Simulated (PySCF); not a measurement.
**TbOF: other functionals and bases at one geometry**

Aim: see how levels, charges and forces of TbOF depend on the level of theory. The structure is generated, not taken from experiment.

The runs use PySCF 2.14.0; several levels, as the steps say, no spin–orbit coupling.

1 further run of the same task is left out (for a known fault of the program).

## (1) The starting structure

3 atoms, charge 0, spin multiplicity 1.

Bond lengths: Tb1–O2 1.832 Å, Tb1–F3 2.041 Å. Angles: O2–Tb1–F3 111.4°.

Coordinates:

```
Tb    0.03157    0.00000   -0.33819
O     1.53424    0.00000    0.71058
F    -1.66773    0.00000    0.79247
```

Formal oxidation states: Tb +3. Each metal's 8 4f electrons lie in its core potential, so multiplicities, spins and levels count the valence alone. An earlier session relaxed this geometry at PBE0, Tb lcecp-1-SVP with ECP54, O def2-SVP, F def2-SVP (singlet, point group Cs).

At PBE0 on the finer grid: E = -211.325652 Eh, HOMO -6.64 eV, LUMO -2.36 eV, Mulliken charge on Tb1 +0.91 e, largest force component 0.012 eV/Å. 

Levels to run: r2SCAN; BP86; PBE0, TZVP. Hardware: 2 threads of Arm Neoverse V1, shared host.

## (2) r2SCAN

The input, run.py (the lines that set the calculation):

```python
mol = gto.M(atom='''
Tb     0.03157     0.00000    -0.33819
O      1.53424     0.00000     0.71058
F     -1.66773     0.00000     0.79247''',
    basis={'Tb': 'lcecp-1-SVP', 'O': 'def2-SVP', 'F': 'def2-SVP'},
    ecp={'Tb': 'lcecp-1-SVP'},
    charge=0, spin=0)
mf = dft.RKS(mol, xc='R2SCAN')
mf.grids.atom_grid = (75, 302)  # f atoms: unpruned, at least (60, 302)
mf = mf.density_fit()  # fitting sets: Tb AutoAux, O def2-universal-JKFIT, F def2-universal-JKFIT
mf.conv_tol = 1e-08; mf.max_cycle = 55
mf.kernel(dm0)  # dm0: the density of the relaxed state
```

Launch:

```console
$ OMP_NUM_THREADS=2 python run.py
```

## (3) BP86

Changes to run.py (the lines that set the calculation) since step 2:

```diff
@@ -7,3 +7,3 @@
     charge=0, spin=0)
-mf = dft.RKS(mol, xc='R2SCAN')
+mf = dft.RKS(mol, xc='B88,P86')
 mf.grids.atom_grid = (75, 302)  # f atoms: unpruned, at least (60, 302)
```

## (4) PBE0, TZVP

Basis: Tb lcecp-1-TZVP with ECP54, O def2-TZVP, F def2-TZVP. 

The input, run.py (the lines that set the calculation):

```python
mol = gto.M(atom='''
Tb     0.03157     0.00000    -0.33819
O      1.53424     0.00000     0.71058
F     -1.66773     0.00000     0.79247''',
    basis={'Tb': 'lcecp-1-TZVP', 'O': 'def2-TZVP', 'F': 'def2-TZVP'},
    ecp={'Tb': 'lcecp-1-TZVP'},
    charge=0, spin=0)
mf = dft.RKS(mol, xc='PBE0')
mf.grids.atom_grid = (75, 302)  # f atoms: unpruned, at least (60, 302)
mf = mf.density_fit()  # fitting sets: Tb AutoAux, O def2-universal-JKFIT, F def2-universal-JKFIT
mf.conv_tol = 1e-08; mf.max_cycle = 55
mf.kernel(dm0)  # dm0: free metal ions and neutral atoms
```

**Question.** What will these runs give? Wanted: for each run, HOMO; gap; charge on Tb1; dipole; largest force.

**Answer**, as computed:

| level | state | HOMO (eV) | gap (eV) | charge on Tb1 (e) | dipole (D) | largest force (eV/Å) | basis functions | time |
| --- | --- | --- | --- | --- | --- | --- | --- | --- |
| PBE0 (relaxed here) | singlet | -6.64 | 4.29 | 0.91 | 7.61 | 0.01 | 61 | 3.1 s |
| r2SCAN | singlet | -5.41 | 2.94 | 0.89 | 7.39 | 0.49 | 61 | 2.1 s |
| BP86 | singlet | -5.31 | 2.47 | 0.76 | 6.97 | 0.77 | 61 | 1.8 s |
| PBE0, TZVP | singlet | -6.63 | 4.29 | 1.29 | 7.86 | 0.21 | 109 | 4.8 s |

Times are on 2 threads of Arm Neoverse V1, shared host; the first row also made further properties.

In one basis the HOMO–LUMO gap runs from 2.47 eV (BP86) to 4.29 eV (PBE0). The largest leftover force, 0.77 eV/Å with BP86, stands at a geometry relaxed at another level. The Mulliken charge on Tb spans +0.76 to +1.29 e over the levels. With 4f in the core, its levels are missing from HOMO and gap. Total energies of different levels can't be compared. Spin–orbit coupling is left out throughout.
